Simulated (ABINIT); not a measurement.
Zr3S2, 5 atoms in the cell. The typed cell holds 5 atoms: a = 4.837 Å, b = 4.837 Å, c = 4.837 Å, α = 73.75°, β = 73.75°, γ = 73.75°. The cell comes from a database or a generator and needn't be the stable form of this composition. The cell isn't the ideal one: atoms moved at random, drawn with an rms of 0.05 Å.

- Program: ABINIT 10.8.3 (patched build)
- Task: single point
- Functional: PBE
- Potentials or basis: JTH PAW PBE v2.0
- Cutoff: 544 eV
- k mesh: 6 × 6 × 6
- Occupations: fermi-dirac, width 0.05 eV
- Spin: no spin polarisation
- Fine-grid cutoff: 1088.46 eV

Potentials or basis: JTH PAW PBE v2.0.

Launch:

```console
$ abinit run.abi > log 2>&1
```

Hardware: 1 thread of Arm Neoverse V1 (shared host).

Problem. How long does it take, and how much memory?

Solution. Run time: 6.7 min on 1 thread of Arm Neoverse V1 (shared host), peak memory 0.37 GiB. Counts: scf iterations 12, mpi ranks 1, k points 112, bands 29, plane waves 2949.
